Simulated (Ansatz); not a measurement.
# CH3ClMgO: how energies converge with the basis set

How large a basis does CH3ClMgO need? Two functionals are run in growing sets.

The runs use Ansatz 0.2.0, Gaussian basis; one geometry, several basis sets.

Plan: PBE0-D4/def2-SVP; ωB97M-V/def2-SVP; PBE0-D4/def2-QZVPP; ωB97M-V/def2-QZVPP; the functionals' def2-TZVPP values are taken from earlier runs.

### Step 1. The geometry

An earlier PBE0-D4 in a triple-zeta def2 set relaxation fixed the geometry.

7 atoms, charge 0, spin multiplicity 1.

Atoms are counted from 1 here; the program's logs count them from 0.

Bond lengths: C1–O2 1.378 Å, C1–H5 1.099 Å, C1–H6 1.099 Å, C1–H7 1.099 Å, O2–Mg3 1.749 Å, Mg3–Cl4 2.176 Å. Angles: O2–C1–H5 111.6°, O2–C1–H6 111.6°, O2–C1–H7 111.6°, H5–C1–H6 107.2°, H5–C1–H7 107.2°, H6–C1–H7 107.2°, C1–O2–Mg3 179.8°, O2–Mg3–Cl4 180.0°.

### Step 2. PBE0-D4 in def2-SVP

in.yaml

```yaml
crystal:
  periodic: [false, false, false]
  atoms:
    - {symbol: C, position_ang: [0.659146, 1.022647, 0.127955]}
    - {symbol: O, position_ang: [-0.073749, -0.134223, -0.024461]}
    - {symbol: Mg, position_ang: [-0.998381, -1.606303, -0.215055]}
    - {symbol: Cl, position_ang: [-2.149151, -3.437917, -0.452319]}
    - {symbol: H, position_ang: [0.813984, 1.533335, -0.832625]}
    - {symbol: H, position_ang: [0.157342, 1.734498, 0.797996]}
    - {symbol: H, position_ang: [1.652109, 0.820063, 0.552808]}
basis:
  gaussian: {orbitals: def2-SVP}
hamiltonian: {xc: pbe0, dispersion: d4}
output: {orbitals: {seedname: orbitals}}
```

Run with:

```sh
$ ansatz run in.yaml --threads 4 --pin off --events-out ev --progress --plain --max-ram 10444MiB
```

After this run come: ωB97M-V in def2-SVP; PBE0-D4 in def2-QZVPP; ωB97M-V in def2-QZVPP.

Before running them: what should the planned runs give, taken together? Wanted: PBE0-D4: double and triple zeta above quadruple; ωB97M-V: double and triple zeta above quadruple.

The runs gave:

| quantity | value |
| --- | --- |
| PBE0-D4: double and triple zeta above quadruple | 10.66, 0.85 eV |
| ωB97M-V: double and triple zeta above quadruple | 10.64, 0.80 eV |

PBE0-D4 gains 9.81 eV from double to triple zeta, then 0.85 eV more. These are total energies; as a rule much of such shifts cancels in differences, which this series doesn't test.
